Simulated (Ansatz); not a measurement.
# C2H3BrF2: one species, many methods

How much do the methods differ for C2H3BrF2? The plan is to run it at one geometry with functionals of several rungs and with coupled cluster. The yardstick is the atomisation energy at the CCSD(T) limit.

Program: Ansatz 0.2.0, Gaussian basis. Level of theory: functionals in def2-TZVPP, the program's frozen cores in correlated methods. These are calculated values, not measurements.

Plan: PBE-D4, r2SCAN-D4, PBE0-D4, B3LYP-D4, ωB97X-V, ωB97M-V, B2PLYP; CCSD(T)/def2-TZVPP; MP2/def2-QZVPP; extrapolation to the limit.

### 1 The geometry

The geometry comes from an earlier relaxation with PBE0-D4 in a triple-zeta def2 set; it is a stationary point, not always the lowest conformer.

SMILES `FC(F)CBr`, 8 atoms, charge 0, spin multiplicity 1.

Atoms are counted from 1 here; the program's logs count them from 0.

Bond lengths: F1–C2 1.351 Å, C2–F3 1.351 Å, C2–C4 1.505 Å, C2–H6 1.098 Å, C4–Br5 1.928 Å, C4–H7 1.088 Å, C4–H8 1.088 Å. Angles: F1–C2–F3 107.9°, F1–C2–C4 111.3°, F1–C2–H6 107.9°, F3–C2–C4 111.3°, F3–C2–H6 107.9°, C4–C2–H6 110.3°, C2–C4–Br5 112.7°, C2–C4–H7 109.5°, C2–C4–H8 109.5°, Br5–C4–H7 107.5°, Br5–C4–H8 107.5°, H7–C4–H8 109.9°.

### 2 PBE-D4 (GGA)

Input file in.yaml:

```yaml
crystal:
  periodic: [false, false, false]
  atoms:
    - {symbol: F, position_ang: [-1.362424, 0.778053, 0.793512]}
    - {symbol: C, position_ang: [-0.078321, 0.369504, 0.694132]}
    - {symbol: F, position_ang: [0.136878, -0.559972, 1.650952]}
    - {symbol: C, position_ang: [0.216575, -0.178137, -0.676024]}
    - {symbol: Br, position_ang: [-0.883239, -1.697149, -1.123535]}
    - {symbol: H, position_ang: [0.568073, 1.230613, 0.907625]}
    - {symbol: H, position_ang: [0.032240, 0.591530, -1.423028]}
    - {symbol: H, position_ang: [1.255116, -0.499944, -0.723533]}
basis:
  gaussian: {orbitals: def2-TZVPP}
hamiltonian: {xc: pbe, dispersion: d4}
output: {forces: true, orbitals: {seedname: orbitals}}
```

On the command line:

```console
ansatz run in.yaml --threads 4 --pin off --events-out ev --progress --plain --max-ram 10444MiB
```

Further steps of the session: r2SCAN-D4 (meta-GGA); PBE0-D4 (hybrid); B3LYP-D4 (hybrid); ωB97X-V (range-separated); ωB97M-V (range-separated); B2PLYP (double hybrid); CCSD(T) in def2-TZVPP; MP2 in def2-QZVPP.

Before running them: what should the planned runs give, taken together? Wanted: atomisation energy, CCSD(T)/CBS; farthest; mean size of error, hybrid; mean size of error, range-separated; gap, smallest and largest; T1 diagnostic; triples share of the correlation energy.

**Answer**, as computed:

| quantity | value |
| --- | --- |
| atomisation energy, CCSD(T)/CBS | 2939.5 kJ/mol |
| functionals within 29.4 kJ/mol (1.0 %) | r2SCAN-D4, PBE0-D4, B3LYP-D4, ωB97X-V, ωB97M-V |
| farthest | PBE-D4 (+99.8 kJ/mol) |
| mean size of error, hybrid | 19.0 kJ/mol |
| mean size of error, range-separated | 0.9 kJ/mol |
| gap, smallest and largest | 5.60 eV (PBE-D4), 12.64 eV (ωB97X-V) |
| T1 diagnostic | 0.0096 |
| triples share of the correlation energy | 3.3 % |

**Reading.** PBE-D4 is off by +99.8 kJ/mol. Double hybrids carry the basis error of their MP2 part in triple zeta, and no dispersion term here, so their miss is partly the set-up's. The reference freezes the cores and leaves out relativity and excitations past (T), and its outer-core shells are covered unevenly, so misses under about 29.4 kJ/mol can't be ranked. All levels share the lack of spin-orbit coupling, which lowers the free heavy atoms and so the true binding. Hartree-Fock recovers 70 % of the binding; the rest is correlation. Orbital gaps span 5.6 to 12.6 eV; exact exchange widens them. Correlated methods include outer-core shells of Br, which these sets cover unevenly.
